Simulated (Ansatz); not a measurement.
**GaH₂O₂ radical: how energies converge with the basis set**

How large a basis does GaH₂O₂ radical need? Two functionals are run in growing sets.

Method: one geometry, several basis sets; program: Ansatz 0.2.0, Gaussian basis.

Levels to be run: PBE0-D4/def2-SVP; ωB97M-V/def2-SVP; PBE0-D4/def2-QZVPP; ωB97M-V/def2-QZVPP; the functionals' def2-TZVPP values are taken from earlier runs.

## Step 1: Structure used throughout

All runs share one geometry, relaxed beforehand with PBE0-D4 in a triple-zeta def2 set.

SMILES `[OH][Ga][OH]`, 5 atoms, charge 0, spin multiplicity 2.

Atoms are counted from 1 here; the program's logs count them from 0.

Bond lengths: O1–Ga2 1.804 Å, O1–H4 0.960 Å, Ga2–O3 1.795 Å, O3–H5 0.963 Å. Angles: Ga2–O1–H4 114.9°, O1–Ga2–O3 114.9°, Ga2–O3–H5 111.1°.

## Step 2: PBE0-D4 in def2-SVP

Input file in.yaml:

```yaml
crystal:
  periodic: [false, false, false]
  atoms:
    - {symbol: O, position_ang: [-0.370588, 0.021627, -1.274366]}
    - {symbol: Ga, position_ang: [-0.311704, -0.753846, 0.353630]}
    - {symbol: O, position_ang: [0.618216, 0.154908, 1.591083]}
    - {symbol: H, position_ang: [-0.867432, -0.464636, -1.936469]}
    - {symbol: H, position_ang: [0.981509, 0.968245, 1.224721]}
basis:
  gaussian: {orbitals: def2-SVP}
magnetization: {spin_polarized: true, initial_magnetization: 1}
hamiltonian: {xc: pbe0, dispersion: d4}
output: {orbitals: {seedname: orbitals}}
```

After this run come: ωB97M-V in def2-SVP; PBE0-D4 in def2-QZVPP; ωB97M-V in def2-QZVPP.

Before running them: what should the planned runs give, taken together? Wanted: PBE0-D4: double and triple zeta above quadruple; ωB97M-V: double and triple zeta above quadruple.

**Answer**, as computed:

```
                                       quantity           value
PBE0-D4: double and triple zeta above quadruple  13.51, 1.45 eV
ωB97M-V: double and triple zeta above quadruple  13.54, 1.41 eV
```

PBE0-D4 gains 12.05 eV from double to triple zeta, then 1.45 eV more. These are total energies; as a rule much of such shifts cancels in differences, which this series doesn't test.
